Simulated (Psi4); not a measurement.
# SiNH4O2 (SMILES N[Si](O)O): a chain of runs, part 2 of 3

Psi4 1.11. The steps go on from the part before.

## (4) The singlet cation: a structure relaxation at PBE/def2-SVPD (density fitting) (run 3)

job.dat

```
memory 1600 MB

molecule m {
  1 1
  N
  Si 1 r2
  O 2 r3 1 a3
  O 2 r4 3 a4 1 d4
  H 1 r5 2 a5 4 d5
  H 1 r6 5 a6 2 d6
  H 3 r7 2 a7 4 d7
  H 4 r8 2 a8 3 d8

  r2 = 1.732
  r3 = 1.698998
  a3 = 103.00412
  r4 = 1.698984
  a4 = 116.5059
  d4 = -111.89384
  r5 = 1.019512
  a5 = 120.28858
  d5 = 166.71928
  r6 = 1.019519
  a6 = 112.28161
  d6 = -150.50413
  r7 = 0.971426
  a7 = 115.35218
  d7 = 88.58422
  r8 = 0.971426
  a8 = 115.3543
  d8 = -88.45439
  units angstrom
  symmetry c1
}

set reference rks
set geom_maxiter 50

energy_value, wavefunction = opt("pbe/def2-SVPD", return_wfn=True)
```

Run with:

```bash
psi4 -n 1 job.dat job.out
```

job.out:

```text
Psi4 1.11 release

gradient() will perform analytic gradient computation.

   => Loading Basis Set <=

    Name: DEF2-SVPD
    Role: ORBITAL
    Keyword: BASIS

         ---------------------------------------------------------
                                   SCF
                              RKS Reference
                        1 Threads,   1525 MiB Core
         ---------------------------------------------------------

  ==> Geometry <==

    Molecular point group: c1
    Full point group: C1

    Geometry (in Angstrom), charge = 1, multiplicity = 1:

       Center              X                  Y                   Z               Mass
    ------------   -----------------  -----------------  -----------------  -----------------
         N           -0.298463645606     0.166942550204    -1.552710749796    14.003074004430
         SI          -0.298463645606     0.166942550204     0.179289250204    27.976926534650
         O           -0.298463645606    -1.488482754394     0.561599680223    15.994914619570
[... 4 lines of this table left out ...]
         H            1.140269185498     1.408893611454     1.456513881465     1.007825032230

  Running in c1 symmetry.

  Rotational constants: A =      0.23958  B =      0.20703  C =      0.12194 [cm^-1]
  Rotational constants: A =   7182.28088  B =   6206.75062  C =   3655.56729 [MHz]
  Nuclear repulsion =  172.932777365521190

  Charge       = 1
  Multiplicity = 1
  Electrons    = 40
  Nalpha       = 20
  Nbeta        = 20

  ==> Algorithm <==

  SCF Algorithm Type is DF.
  DIIS enabled.
  MOM disabled.
  Fractional occupation disabled.
  Guess Type is SAD.
  Energy threshold   = 1.00e-08
  Density threshold  = 1.00e-08
  Integral threshold = 1.00e-12

  ==> Primary Basis <==

  Basis Set: DEF2-SVPD
    Blend: DEF2-SVPD
    Number of shells: 52
    Number of basis functions: 122
    Number of Cartesian functions: 130
    Spherical Harmonics?: true
    Max angular momentum: 2

  ==> DFT Potential <==

   => LibXC <=

    Version 7.1.2

   => Composite Functional: PBE <=

    PBE GGA Exchange-Correlation Functional

    Deriv               =              1
    GGA                 =           TRUE
    Meta                =          FALSE

    Exchange Hybrid     =          FALSE
    MP2 Hybrid          =          FALSE

   => Exchange Functionals <=

    1.0000     XC_GGA_X_PBE

   => Correlation Functionals <=

    1.0000     XC_GGA_C_PBE

   => LibXC Density Thresholds  <==

    XC_GGA_C_PBE:  1.00E-12
    XC_GGA_X_PBE:  1.00E-15

   => Molecular Quadrature <=

    Radial Scheme          =       TREUTLER
    Pruning Scheme         =           NONE
    Nuclear Scheme         =       TREUTLER

    Blocking Scheme        =         OCTREE
    BS radius alpha        =              1
    Pruning alpha          =              1
    Radial Points          =             75
    Spherical Points       =            302
    Total Points           =         174299
    Total Blocks           =           1378
    Max Points             =            256
    Max Functions          =            121
    Weights Tolerance      =       1.00E-15

   => Loading Basis Set <=

    Name: (DEF2-SVPD AUX)
    Role: JKFIT
    Keyword: DF_BASIS_SCF

  ==> Integral Setup <==

  DFHelper Memory: AOs need 0.052 GiB; user supplied 0.604 GiB.
  SCF_SUBTYPE=INCORE selected. In-core MEM_DF algorithm will be used.
  Using in-core AOs.

  ==> MemDFJK: Density-Fitted J/K Matrices <==

    J tasked:                   Yes
    K tasked:                    No
    wK tasked:                   No
    Memory [MiB]:               618
    Algorithm:                 Core
    Schwarz Cutoff:           1E-12
    Mask sparsity (%):       0.3628
    Fitting Condition:        1E-10

   => Auxiliary Basis Set <=

  Basis Set: (DEF2-SVPD AUX)
    Blend: DEF2-UNIVERSAL-JKFIT
    Number of shells: 137
    Number of basis functions: 431
    Number of Cartesian functions: 514
    Spherical Harmonics?: true
    Max angular momentum: 4

  Cached 100.0% of DFT collocation blocks in 0.514 [GiB].

  Minimum eigenvalue in the overlap matrix is 2.8555750170E-04.
  Reciprocal condition number of the overlap matrix is 3.4638661835E-05.
    Using symmetric orthogonalization.

  ==> Pre-Iterations <==

  SCF Guess: Superposition of Atomic Densities via on-the-fly atomic UHF (no occupation information).

   -------------------------
    Irrep   Nso     Nmo
   -------------------------
     A        122     122
   -------------------------
    Total     122     122
   -------------------------

  ==> Iterations <==

                           Total Energy        Delta E     RMS |[F,P]|

[... 3 lines left out ...]
   @DF-RKS iter   3:  -496.26399964994943   -4.16025e+00   1.94923e-03 ADIIS/DIIS
[... 6 lines left out ...]
   @DF-RKS iter  10:  -496.29617271367613   -5.02507e-07   4.29682e-06 DIIS
[... 41 lines left out ...]
    Nuclear Repulsion Energy =            172.9327773655211899
[... 20 lines left out ...]
 Dipole X            :         -0.6485142           -0.4551308           -1.1036450
[... 132 lines left out ...]
	  Convergence Criteria     1.00e-06 *    3.00e-04 *             o    1.20e-03 *             o~
[... 165 lines left out ...]
   @DF-RKS iter   4:  -496.32044229061052   -2.24560e-04   2.08410e-04 ADIIS/DIIS
[... 6 lines left out ...]
   @DF-RKS iter  11:  -496.32070659054745   -3.69482e-12   2.44399e-09 DIIS
[... 20 lines left out ...]
    DFT Exchange-Correlation Energy =     -45.7910032764680679
[... 62 lines left out ...]
    Weights Tolerance      =       1.00E-15
[... 187 lines left out ...]
   @DF-RKS iter   0:  -496.34820649297376   -4.96348e+02   4.26183e-03
[... 6 lines left out ...]
   @DF-RKS iter   7:  -496.33395730999979   -3.70026e-08   4.20749e-07 DIIS
[... 20 lines left out ...]
    Nuclear Repulsion Energy =            177.8462424411619054
[... 20 lines left out ...]
 Dipole X            :         -0.1144212           -0.9227529           -1.0371741
[... 101 lines left out ...]
	  Convergence Criteria     1.00e-06 *    3.00e-04 *             o    1.20e-03 *             o
[... 134 lines left out ...]
   @DF-RKS iter   4:  -496.33861227785746   -1.71704e-04   5.20936e-05 DIIS
[... 6 lines left out ...]
  Energy and wave function converged.
[... 20 lines left out ...]
    Empirical Dispersion Energy =           0.0000000000000000
[... 109 lines left out ...]
	                                 ==> Convergence Check <==
[... 134 lines left out ...]
   @DF-RKS iter   1:  -496.34008368216939   -4.84602e-02   3.94267e-04 ADIIS/DIIS
[... 6 lines left out ...]
   @DF-RKS iter   8:  -496.34115961317622   -1.55127e-08   1.50867e-07 DIIS
[... 20 lines left out ...]
    One-Electron Energy =               -1027.9005287572663292
[... 20 lines left out ...]
 Dipole Y            :         -0.0009650            0.0414039            0.0404389
[... 192 lines left out ...]
    Weights Tolerance      =       1.00E-15
[... 37 lines left out ...]
   @DF-RKS iter   5:  -496.34257911617499   -6.85533e-06   1.17596e-05 DIIS
[... 12 lines left out ...]
    Final Occupation by Irrep:
[... 14 lines left out ...]
    VV10 Nonlocal Energy =                  0.0000000000000000
[... 110 lines left out ...]
	Measures of convergence in internal coordinates in au.
[... 139 lines left out ...]
   @DF-RKS iter   2:  -496.34259528588933    1.99085e-04   3.10124e-04 ADIIS/DIIS
[... 6 lines left out ...]
   @DF-RKS iter   9:  -496.34316324634375   -1.11470e-10   1.04138e-08 DIIS
[... 20 lines left out ...]
    Two-Electron Energy =                 399.8196423579072416
[... 20 lines left out ...]
 Dipole Z            :          1.3666501           -0.9649790            0.4016711
[... 211 lines left out ...]
                           Total Energy        Delta E     RMS |[F,P]|
[... 7 lines left out ...]
   @DF-RKS iter   6:  -496.34330348226757   -4.99665e-09   5.69084e-07 DIIS
[... 20 lines left out ...]
    One-Electron Energy =               -1027.6994294746259584
[... 20 lines left out ...]
 Dipole Y            :         -0.0002595            0.0001360           -0.0001234
[... 192 lines left out ...]
    Weights Tolerance      =       1.00E-15
[... 26 lines left out ...]
   @DF-RKS iter   5:  -496.34333805893738   -3.93453e-09   1.13112e-06 DIIS
[... 17 lines left out ...]
  @DF-RKS Final Energy:  -496.34333806669935
[... 9 lines left out ...]
    Total Energy =                       -496.3433380666993457
[... 114 lines left out ...]
	   Step    Total Energy     Delta E     Max Force     RMS Force      Max Disp      RMS Disp
[... 118 lines left out ...]
   @DF-RKS iter   3:  -496.34334073872986   -5.88892e-07   7.37214e-06 DIIS
[... 12 lines left out ...]
    Final Occupation by Irrep:
[... 14 lines left out ...]
    VV10 Nonlocal Energy =                  0.0000000000000000
[... 110 lines left out ...]
	Measures of convergence in internal coordinates in au.
[... 122 lines left out ...]
   @DF-RKS iter   2:  -496.34334123080964   -1.19760e-08   2.53592e-06 DIIS
[... 38 lines left out ...]
  @DF-RKS Final Energy:  -496.34334126957225
[... 9 lines left out ...]
    Total Energy =                       -496.3433412695722495
[... 1 line left out ...]
Computation Completed

Properties will be evaluated at   0.000000,   0.000000,   0.000000 [a0]

Properties computed using the SCF density matrix

 Multipole Moments:

 ------------------------------------------------------------------------------------
     Multipole            Electronic (a.u.)      Nuclear  (a.u.)        Total (a.u.)
 ------------------------------------------------------------------------------------

 L = 1.  Multiply by 2.5417464519 to convert [e a0] to [Debye]
 Dipole X            :         -0.0002482           -0.0001954           -0.0004436
 Dipole Y            :         -0.0000845           -0.0000176           -0.0001021
 Dipole Z            :          1.3294694           -0.9406071            0.3888623
 Magnitude           :                                                    0.3888626

 ------------------------------------------------------------------------------------

	total time  =          6 seconds =       0.10 minutes

         ------------------------------------------------------------
                                   SCF GRAD
         ------------------------------------------------------------

  ==> Geometry <==

    Molecular point group: c1
    Full point group: C1

    Geometry (in Angstrom), charge = 1, multiplicity = 1:

       Center              X                  Y                   Z               Mass
    ------------   -----------------  -----------------  -----------------  -----------------
         N           -0.000216161324    -0.000013344306    -1.629001520181    14.003074004430
         SI          -0.000216161324    -0.000013344306     0.025064639615    27.976926534650
         O           -0.000216161324    -1.449903478790     0.723220716886    15.994914619570
[... 4 lines of this table left out ...]
         H            0.002014367615     1.663766689230     1.673911027003     1.007825032230

  Nuclear repulsion =  177.355250792342133

   => Molecular Quadrature <=

    Radial Scheme          =       TREUTLER
    Pruning Scheme         =           NONE
    Nuclear Scheme         =       TREUTLER

    Blocking Scheme        =         OCTREE
    BS radius alpha        =              1
    Pruning alpha          =              1
    Radial Points          =             75
    Spherical Points       =            302
    Total Points           =         174184
    Total Blocks           =           1356
    Max Points             =            256
    Max Functions          =            121
    Weights Tolerance      =       1.00E-15

  -Total Gradient:
     Atom            X                  Y                   Z
    ------   -----------------  -----------------  -----------------
       1        0.000061118858    -0.000001495351    -0.000021838943
       2       -0.000045055127    -0.000003048073    -0.000027940029
       3        0.000001436432     0.000052450216     0.000007703273
[... 4 lines of this table left out ...]
       8        0.000007721302     0.000019448407    -0.000038516393

	total time  =          3 seconds =       0.05 minutes

    			-----------------------------------------

    			 OPTKING 3.0: for geometry optimizations

    			        with contributions from

    			-----------------------------------------

	                            ===> Fragment 1 <==

	 Z (Atomic Numbers)          Masses                          Geom
	       7.000000            14.003074         -0.00040849 -0.00002522 -3.07836673
	      14.000000            27.976927         -0.00040849 -0.00002522  0.04736530
	       8.000000            15.994915         -0.00040849 -2.73992048  1.36668908
[... 4 lines of this table left out ...]
	       1.000000             1.007825          0.00380660  3.14406338  3.16323340

	 - Coordinate -           - BOHR/RAD -       - ANG/DEG -
	 R(1,2)           =         3.125732           1.654066
	 R(1,5)           =         1.933435           1.023130
	 R(1,6)           =         1.933440           1.023133
[... 19 lines of this table left out ...]
	 D(4,2,3,7)       =        -0.000295          -0.016896

	        --- Internal Coordinate Step in ANG or DEG, aJ/ANG or AJ/DEG ---
	-------------------------------------------------------------------------------
	           Coordinate      Previous         Force          Change          New
	           ----------      --------        ------          ------        ------
	               R(1,2)       1.65407       -0.00000       -0.00000       1.65406
	               R(1,5)       1.02313       -0.00000        0.00000       1.02313
	               R(1,6)       1.02313       -0.00001       -0.00000       1.02313
[... 19 lines of this table left out ...]
	           D(4,2,3,7)      -0.01690       -0.00000        0.02575       0.00886
	-------------------------------------------------------------------------------

	                                 ==> Convergence Check <==

	Measures of convergence in internal coordinates in au.

	Criteria marked as inactive (o), active & met (*), and active & unmet ( ).

	----------------------------------------------------------------------------------------------
	   Step    Total Energy     Delta E     Max Force     RMS Force      Max Disp      RMS Disp
	----------------------------------------------------------------------------------------------
	  Convergence Criteria     1.00e-06 *    3.00e-04 *             o    1.20e-03 *             o
	----------------------------------------------------------------------------------------------
	    11    -496.34334127   -1.85e-07 *    4.93e-05 *    1.81e-05 o    1.55e-03      7.12e-04 o  ~
	----------------------------------------------------------------------------------------------

Next Geometry in Ang
	Fragment 1 (Ang)

	    N  -0.0008173298  -0.0000085712  -1.6290254291
	   Si   0.0001093611  -0.0000062316   0.0250378293
	    O   0.0000084741  -1.4500376973   0.7231201809
[... 4 lines of this table left out ...]
	    H   0.0017494269   1.6631228104   1.6740663967

    Final optimized geometry and variables:
    Molecular point group: c1
    Full point group: C1

    Geometry (in Angstrom), charge = 1, multiplicity = 1:

    N
    SI            1          r2
    O             2          r3      1          a3
    O             2          r4      3          a4      1          d4
    H             1          r5      2          a5      4          d5
    H             1          r6      5          a6      2          d6
    H             3          r7      2          a7      4          d7
    H             4          r8      2          a8      3          d8

    a3        =  115.7119051094
    a4        =  128.5802941936
    a5        =  122.7298413888
    a6        =  114.5458986959
    a7        =  128.3918110904
    a8        =  128.3824324729
    d4        = -179.9538761896
    d5        = -179.9362598574
    d6        = -179.8514342284
    d7        =   -0.0168956967
    d8        =    0.0340158746
    r2        =    1.6540661598
    r3        =    1.6092244437
    r4        =    1.6092389325
    r5        =    1.0231297466
    r6        =    1.0231325200
    r7        =    0.9745325907
    r8        =    0.9745367030

    Psi4 run time: 0:02:19.80

[set-up sections that repeat, and orbital energies of the middle runs, are left out above]
```

On the terminal:

```text
Optimizer: Optimization complete!
```

Run time: 2.4 min. Hardware: 1 thread of Intel Xeon Platinum 8259CL at 2.50GHz (Skylake/Cascade Lake), shared host; peak memory 0.85 GiB.

Steps, from the record of the run:

| step | energy from the first frame kept (eV) | largest force (eV/Å) |
| --- | --- | --- |
| 0 | 0.0000 | 4.5600 |
| 1 | -0.6676 | 2.8425 |
| 2 | -1.0282 | 1.1346 |
| 3 | -1.1553 | 0.5925 |
| 4 | -1.2242 | 0.2836 |
| 5 | -1.2628 | 0.1635 |
| 6 | -1.2787 | 0.1177 |
| 7 | -1.2825 | 0.0589 |
| 8 | -1.2834 | 0.0144 |
| 9 | -1.2835 | 0.0071 |
| 10 | -1.2835 | 0.0033 |

After the run. Bond lengths: N1–Si2 1.654 Å, Si2–O3 1.609 Å, Si2–O4 1.609 Å, N1–H5 1.023 Å, N1–H6 1.023 Å, O3–H7 0.975 Å, O4–H8 0.975 Å. Angles: N1–Si2–O3 115.7°, N1–Si2–O4 115.7°, O3–Si2–O4 128.6°, Si2–N1–H5 122.7°, Si2–N1–H6 122.7°, Si2–O3–H7 128.4°, Si2–O4–H8 128.4°, H5–N1–H6 114.5°.

## (5) The singlet anion: a single-point energy at PBE/def2-SVPD (density fitting) (run 4)

run.py

```python
import psi4

psi4.set_memory(1600000000)
psi4.set_num_threads(1)
psi4.set_output_file('run.log', False)

molecule = psi4.geometry("""
-1 1
N
Si 1 1.732
O 2 1.698998 1 103.00412
O 2 1.698984 3 116.5059 1 -111.89384
H 1 1.019512 2 120.28858 4 166.71928
H 1 1.019519 5 112.28161 2 -150.50413
H 3 0.971426 2 115.35218 4 88.58422
H 4 0.971426 2 115.3543 3 -88.45439
units angstrom
symmetry c1
""")

psi4.set_options(dict(basis='def2-SVPD'))

result = psi4.energy('pbe')
print(f'pbe energy: {result:.10f} Eh')
```

Run with:

```bash
python run.py
```

run.log, shortened:

```text
[...]
  Running in c1 symmetry.
[...]
  Nuclear repulsion =  172.932777365521190
[...]
  Multiplicity = 1
[...]
  Nalpha       = 21
  Nbeta        = 21
[...]
    Number of basis functions: 122
[...]
   @DF-RKS iter   1:  -495.75327352572731    2.67992e-01   1.13041e-02 DIIS/ADIIS
[...]
   @DF-RKS iter  10:  -496.59782410051633   -2.18507e-08   5.30756e-07 DIIS
[...]
  @DF-RKS Final Energy:  -496.59782410051633
   => Energetics <=
    Nuclear Repulsion Energy =            172.9327773655211899
    One-Electron Energy =               -1037.2457708552649365
    Two-Electron Energy =                 413.9989137857244259
    DFT Exchange-Correlation Energy =     -46.2837443964969708
    Empirical Dispersion Energy =           0.0000000000000000
    VV10 Nonlocal Energy =                  0.0000000000000000
    Total Energy =                       -496.5978241005163341
[...]
```

The script printed:

```text
pbe energy: -496.5978241005 Eh
```

Run time: 16 s. Hardware: 1 thread of Intel Xeon Platinum 8259CL at 2.50GHz (Skylake/Cascade Lake), shared host; peak memory 0.78 GiB.

(Continued in part 3 of 3.)
